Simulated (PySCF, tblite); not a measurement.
**C6H9Ge radical: geometry, infrared bands and EPR parameters**

Aim: predict the infrared bands and EPR parameters of C6H9Ge radical (`C/[C]=[CH]\[GeH2][C]#CC`).

Programs: tblite 0.8.0 and PySCF 2.14.0, with density-fitted response routines of our own. Each step states its level of theory. These are calculated values for one molecule in the gas phase, unless marked as measured. Atoms are numbered from 0 throughout.

## Step 1: The molecule as given

16 atoms, charge 0, multiplicity 2; geometry from: force field or distance geometry start.

Bonds of the start (Å): C0–C1 1.49, C1–C2 1.35, C2–Ge3 1.93, Ge3–C4 1.90, C4–C5 1.20, C5–C6 1.47, C0–H7 1.12, C0–H8 1.11, C0–H9 1.11, C2–H10 1.08, Ge3–H11 1.54, Ge3–H12 1.54, C6–H13 1.11, C6–H14 1.12, C6–H15 1.10.

## Step 2: Optimising the geometry with GFN2-xTB

Job settings and geometry (Å):

```
{"job": {"kind": "relax", "xc": "GFN2-xTB", "basis": "xTB"}, "charge": 0, "multiplicity": 2}
C     -2.356600     0.537500     0.148200
C     -2.425300    -0.929600    -0.117800
C     -1.460900    -1.626000    -0.750000
Ge     0.131000    -0.806300    -1.475900
C      1.169200    -0.097600    -0.048900
C      1.822400     0.361500     0.841300
C      2.624000     0.921900     1.934000
H     -3.285200     0.855300     0.678900
H     -1.488000     0.781800     0.791400
H     -2.299700     1.093500    -0.806000
H     -1.610100    -2.690400    -0.896300
H     -0.255900     0.310900    -2.456800
H      0.955800    -1.891100    -2.199500
H      3.177200     0.100700     2.445700
H      1.949400     1.431700     2.665500
H      3.345100     1.655200     1.543400
```

Launch:

```
$ OMP_NUM_THREADS=1 python probes_run.py task.json out
```

The driver reads the jobs from task.json and runs them one after another.

The program printed:

```text
step      E/eV     max force
  0    -521.24674    3.155
  1    -521.35478    3.246
  2    -521.44188    1.852
  3    -521.45532    1.470
  4    -521.47655    0.235
  5    -521.48143    0.216
  6    -521.48890    0.296
  7    -521.49399    0.223
  8    -521.49790    0.144
  9    -521.50079    0.159
 10    -521.50367    0.218
 11    -521.50623    0.174
 12    -521.50831    0.106
 13    -521.50992    0.129
 14    -521.51157    0.149
 15    -521.51345    0.175
 16    -521.51532    0.141
 17    -521.51701    0.114
 18    -521.51858    0.112
 19    -521.52005    0.119
 20    -521.52149    0.107
 21    -521.52292    0.135
 22    -521.52431    0.110
 23    -521.52566    0.107
 24    -521.52690    0.095
 25    -521.52802    0.095
 26    -521.52912    0.094
 27    -521.53019    0.096
 28    -521.53125    0.098
 29    -521.53240    0.083
 30    -521.53368    0.115
 31    -521.53494    0.102
 32    -521.53593    0.079
 33    -521.53657    0.064
 34    -521.53705    0.054
 35    -521.53748    0.064
 36    -521.53787    0.056
 37    -521.53825    0.044
 38    -521.53856    0.037
 39    -521.53879    0.039
 40    -521.53901    0.047
 41    -521.53928    0.047
 42    -521.53957    0.035
 43    -521.53980    0.027
 44    -521.53991    0.025
 45    -521.53998    0.023
 46    -521.54007    0.028
 47    -521.54018    0.037
 48    -521.54029    0.030
 49    -521.54036    0.022
 50    -521.54041    0.021
 51    -521.54048    0.027
 52    -521.54058    0.043
 53    -521.54071    0.048
 54    -521.54087    0.035
 55    -521.54100    0.021
 56    -521.54112    0.025
 57    -521.54124    0.043
 58    -521.54143    0.056
 59    -521.54169    0.053
 60    -521.54200    0.038
 61    -521.54228    0.037
 62    -521.54252    0.036
 63    -521.54275    0.049
 64    -521.54300    0.044
 65    -521.54322    0.031
 66    -521.54337    0.031
 67    -521.54347    0.028
 68    -521.54359    0.029
 69    -521.54372    0.029
 70    -521.54382    0.023
 71    -521.54389    0.023
 72    -521.54395    0.021
 73    -521.54403    0.025
 74    -521.54421    0.045
 75    -521.54456    0.072
 76    -521.54508    0.089
 77    -521.54569    0.075
 78    -521.54627    0.052
 79    -521.54669    0.056
 80    -521.54711    0.099
 81    -521.54771    0.103
 82    -521.54894    0.125
 83    -521.55002    0.070
 84    -521.55082    0.073
 85    -521.55205    0.069
 86    -521.55313    0.071
 87    -521.55451    0.097
 88    -521.55549    0.082
 89    -521.55539    0.120
 90    -521.55623    0.091
 91    -521.55661    0.040
 92    -521.55699    0.036
 93    -521.55810    0.059
 94    -521.55849    0.059
 95    -521.55907    0.063
 96    -521.55984    0.073
 97    -521.56016    0.117
 98    -521.56141    0.076
 99    -521.56224    0.069
100    -521.56285    0.054
101    -521.56309    0.040
102    -521.56331    0.033
103    -521.56360    0.057
104    -521.56383    0.094
105    -521.56407    0.086
106    -521.56431    0.041
107    -521.56466    0.045
108    -521.56510    0.070
109    -521.56616    0.088
110    -521.56776    0.115
111    -521.56986    0.125
112    -521.57219    0.130
113    -521.57360    0.253
114    -521.57635    0.106
115    -521.57791    0.078
116    -521.58025    0.106
117    -521.58100    0.052
118    -521.58179    0.053
119    -521.58227    0.060
120    -521.58285    0.065
121    -521.58366    0.064
122    -521.58441    0.057
123    -521.58489    0.044
124    -521.58524    0.054
125    -521.58559    0.046
126    -521.58592    0.036
127    -521.58608    0.024
128    -521.58618    0.021
129    -521.58624    0.016
130    -521.58632    0.018
131    -521.58641    0.023
132    -521.58651    0.021
133    -521.58659    0.024
134    -521.58667    0.019
135    -521.58673    0.021
136    -521.58677    0.012
137    -521.58678    0.010
```

Run time: 2.3 s. Hardware: 1 thread of Intel Xeon at 2.50GHz, shared host; peak memory 0.18 GiB.

Relaxation path: (not every step is listed)

```csv
step,energy from step 0 (eV),largest force (eV/Å)
0,0.0000,3.1546
1,-0.1080,3.2461
2,-0.1951,1.8516
3,-0.2086,1.4705
4,-0.2298,0.2349
5,-0.2347,0.2161
6,-0.2422,0.2961
7,-0.2473,0.2226
8,-0.2512,0.1443
20,-0.2747,0.1069
32,-0.2892,0.0788
44,-0.2932,0.0251
56,-0.2944,0.0246
68,-0.2968,0.0287
80,-0.3004,0.0992
92,-0.3102,0.0364
104,-0.3171,0.0941
116,-0.3335,0.1062
128,-0.3394,0.0211
132,-0.3398,0.0214
133,-0.3398,0.0237
134,-0.3399,0.0191
135,-0.3400,0.0210
136,-0.3400,0.0120
137,-0.3400,0.0099
```

Distances of close pairs at the start and the end, largest changes first:

```csv
bond,before (Å),after (Å),change (Å)
C2–Ge3,1.932,2.020,+0.088
C1–C2,1.347,1.284,-0.063
C0–C1,1.493,1.455,-0.038
Ge3–H12,1.543,1.511,-0.032
C6–H14,1.118,1.090,-0.028
C0–H7,1.116,1.090,-0.025
C6–H13,1.115,1.090,-0.025
Ge3–H11,1.536,1.513,-0.023
```

The end geometry stands in the next job.

## Step 3: Vibrational analysis with GFN2-xTB

Job settings and geometry (Å):

```
{"job": {"kind": "ir", "xc": "GFN2-xTB", "basis": "xTB"}, "charge": 0, "multiplicity": 2}
C     -2.373071     0.591150     0.334015
C     -2.386911    -0.695555    -0.345221
C     -1.603031    -1.446904    -1.029852
Ge     0.308647    -1.012386    -1.515586
C      1.256102    -0.157018    -0.114642
C      1.809393     0.359774     0.825614
C      2.497671     0.982254     1.935593
H     -2.640621     0.468209     1.383846
H     -1.371446     1.041158     0.275810
H     -3.091911     1.269710    -0.125888
H     -1.899041    -2.408395    -1.426799
H      0.420052    -0.113546    -2.728110
H      1.041157    -2.294289    -1.838714
H      3.088735     0.238050     2.469147
H      1.775281     1.419610     2.625032
H      3.161397     1.767123     1.572921
```

The program printed:

```text
mode    cm-1     km/mol
  1      -6.4      0.17
  2      16.7      0.04
  3      50.4      0.20
  4     115.7      3.50
  5     129.8      0.31
  6     134.5      2.83
  7     188.0      9.60
  8     295.6     15.42
  9     309.0      0.63
 10     315.6      2.28
 11     373.3     22.75
 12     388.6     32.31
 13     421.5     43.62
 14     496.9     84.56
 15     605.7     40.77
 16     663.8    226.30
 17     697.2     88.03
 18     816.7    258.15
 19     974.5     16.65
 20    1015.8      0.92
 21    1016.8      4.67
 22    1021.1     21.31
 23    1023.7      9.93
 24    1062.3      1.91
 25    1126.0     20.51
 26    1371.9      4.60
 27    1383.2      2.09
 28    1433.3      4.04
 29    1450.7      5.58
 30    1451.5      4.53
 31    1452.3     13.60
 32    1777.2     49.97
 33    1859.9    378.98
 34    1928.3    582.52
 35    2290.3    118.33
 36    2854.7     22.33
 37    2991.9     19.89
 38    2998.7     17.92
 39    2999.3     28.03
 40    3000.6     20.18
 41    3001.8     20.76
 42    3008.3     27.82
```

It took 0.95 s on 1 thread of Intel Xeon at 2.50GHz, shared host; peak memory 0.18 GiB.

Which atoms move in the most intense modes:

```csv
cm⁻¹,km/mol,atoms
497,84.6,"C2 48 %, C1 17 %"
664,226.3,"H12 56 %, H11 21 %"
697,88.0,"H10 65 %, C2 18 %, H11 11 %"
817,258.1,"H12 49 %, H11 48 %"
1777,50.0,"C1 60 %, C2 33 %"
1860,379.0,"H11 59 %, H12 38 %"
1928,582.5,"H12 60 %, H11 39 %"
2290,118.3,"C5 55 %, C4 44 %"
```

## Step 4: g tensor and hyperfine couplings: B3LYP/def2-TZVP-core+pcH-1

Settings changed since step 3:

```diff
@@ -1,2 +1,2 @@
-{"job": {"kind": "ir", "xc": "GFN2-xTB", "basis": "xTB"}, "charge": 0, "multiplicity": 2}
+{"job": {"kind": "epr", "basis": "pcH-1"}, "charge": 0, "multiplicity": 2}
 C     -2.373071     0.591150     0.334015
```

Level: UKS B3LYP, def2-TZVP-core on Ge, pcH-1 on C H, non-relativistic, mean-field spin-orbit, GIAO.

The program printed:

```text
UKS, coarse grid
  cycle   1  E = -2310.85617902  |g| = 1.37e+00
  cycle   2  E = -2310.79269166  |g| = 9.78e-01
  cycle   3  E = -2310.96187262  |g| = 3.67e-01
  cycle   4  E = -2310.99002724  |g| = 8.53e-02
  cycle   5  E = -2310.99322388  |g| = 2.91e-02
  cycle   6  E = -2310.99357311  |g| = 1.23e-02
  cycle   7  E = -2310.99364886  |g| = 4.01e-03
  cycle   8  E = -2310.99365848  |g| = 1.98e-03
  cycle   9  E = -2310.99366442  |g| = 7.98e-04
UKS, final grid
  cycle   1  E = -2310.99365138  |g| = 7.89e-04
  cycle   2  E = -2310.99365119  |g| = 1.27e-03
  cycle   3  E = -2310.99365201  |g| = 3.06e-04
  cycle   4  E = -2310.99365210  |g| = 2.04e-04
  cycle   5  E = -2310.99365218  |g| = 1.44e-04
  cycle   6  E = -2310.99365220  |g| = 4.05e-05
  cycle   7  E = -2310.99365220  |g| = 1.20e-05
E = -2310.99365220 Eh   <S^2> = 0.7582 (exact 0.7500)
g shifts (ppm)      1          2          3
  rmc          -159       -159       -159
  gc              1         37        -22
  oz_so        -182       1655       2427
  total        -340       1533       2246
hyperfine (MHz)  atom isotope    a_iso     a_fc   dipolar eigenvalues
    0   13C      23.63      23.63     -4.81     -4.60      9.41
    1   13C     256.79     256.84    -75.96    -57.83    133.79
    2   13C      -8.62      -8.62    -15.11     -0.69     15.80
    3  73Ge     -73.58     -74.33    -12.74      6.27      6.47
    4   13C       4.18       4.15     -1.24     -0.37      1.61
    5   13C       2.56       2.61     -2.03     -1.99      4.02
    6   13C      -0.76      -0.75     -0.14     -0.07      0.21
    7    1H      25.63      25.63     -6.48     -5.03     11.51
    8    1H     127.00     127.00     -5.63     -1.22      6.86
    9    1H      18.52      18.52     -6.42     -4.83     11.25
   10    1H     120.53     120.54     -5.73     -5.02     10.75
   11    1H       9.20       9.18     -2.06     -0.39      2.45
   12    1H      18.71      18.69     -2.00     -0.25      2.25
   13    1H       0.33       0.33     -0.43     -0.34      0.76
   14    1H       3.40       3.40     -0.56     -0.38      0.94
   15    1H       1.78       1.78     -0.42     -0.35      0.77
```

Wall time 6.9 min (1 thread of Intel Xeon at 2.50GHz, shared host); peak memory 1.3 GiB.

Principal g values 2.00198, 2.00385, 2.00457; g(iso) = 2.00347, against 2.00232 for a free electron.

Mean a(iso) over the nuclei that a row names, and the largest dipolar term of the row (other rows stand at the frozen geometry):

```csv
nuclei,isotope,a(iso) (MHz),"a(iso) (G, at g = 2.0023)",largest dipolar term (MHz)
C1,13C,256.8,91.6,133.8
H10,1H,120.5,43.0,10.8
Ge3,73Ge,-73.6,-26.3,-12.7
"H7, H8, H9",1H,57.1,20.4,11.5
C0,13C,23.6,8.4,9.4
"H11, H12",1H,14.0,5.0,2.4
C2,13C,-8.6,-3.1,15.8
C4,13C,4.2,1.5,1.6
C5,13C,2.6,0.9,4.0
"H13, H14, H15",1H,1.8,0.7,0.9
C6,13C,-0.8,-0.3,0.2
```

Mulliken spin populations:

C0 -0.04; C1 0.90; C2 -0.16; Ge3 0.14; C4 -0.01; C5 0.02; C6 0.00; H7 0.01; H8 0.06; H9 0.01; H10 0.05; H11 0.01; H12 0.01; H13 0.00; H14 0.00; H15 0.00

In first order the couplings over 0.8 MHz of 1H give 96 distinct lines over 116.0 G, if the averaged nuclei exchange fast.

Orbitals, density, ELF and potential are computed afterwards from the orbital file.

ELF in a plane through or near 6 of the atoms.

Ten even steps from ' ' (0.00) to '@' (1.00):
```
                                                        
                                                        
                                                        
                                                        
                              ::====..                  
            ::==--            ==%%%%++--..              
          ::@@@@@@**        ::==##++++==..              
          --@@@@@@**        ##%%**..****----::          
          ::%%@@%%--..::..  ::**==**%%++####++..        
        ::++..==++##**##**--      --++==####==..        
        ..++++--@@==..%%##**::  ..==##%%##==..          
          ::----**==****..##**::==%%++++**==..          
                --**%%**++%%::------##**++==..          
                ::==++****++..**++..--......            
                  ..::......++======..                  
                          ==@@@@@@@@--                  
                          ++@@@@@@@@--                  
                          ..**%%##==                    
                                                        
                                                        
```
The map spans 12.8 Å across and 11.4 Å up, centred on the molecule. Atoms in the plane (x, y in Å): C0 (1.7, 1.8), Ge3 (0.8, -1.8), C4 (-0.9, -0.9), C5 (-1.9, -0.4), C6 (-3.2, 0.3), H14 (-3.1, 1.3).

On the surface of density 0.002 e/bohr³ the electrostatic potential runs, from the 1st to the 99th percentile, from -0.82 V near C4 to 0.96 V near H14.

The spin density lies nearest to C1 65 %; C2 8 % (beta excess); Ge3 7 %.

## Step 5: What came out

```
                                 quantity                  value
strongest single infrared mode (GFN2-xTB)  1928 cm⁻¹, 583 km/mol
             zero-point energy (GFN2-xTB)          72.2 kcal/mol
                           g(iso) (B3LYP)                2.00347
                                     ⟨S²⟩     0.758 (exact 0.75)
       largest a(iso) (averaged by class)   13C on C1, 256.8 MHz
    surface potential, 1st and 99th percentile     -0.82 V and 0.96 V
```

The optimisation took 137 steps and gained 0.340 eV; among the close pairs (by a distance rule), C2–Ge3 changed most, from 1.932 to 2.020 Å. The lowest mode is slightly imaginary (6i cm⁻¹), a soft motion within the noise of the Hessian, so the minimum is not strictly shown. The strongest single mode, at 1928 cm⁻¹, moves mainly H12 and H11. GFN2-xTB is a fitted tight-binding method: band positions and strengths are rough. Its intensities can rank the bands wrongly. Most of the unpaired spin sits on C1 (0.90 e). The isotropic g lies 1.1 ppt above the free-electron value. The hyperfine terms hold no scalar relativity, which the heavier nuclei need.
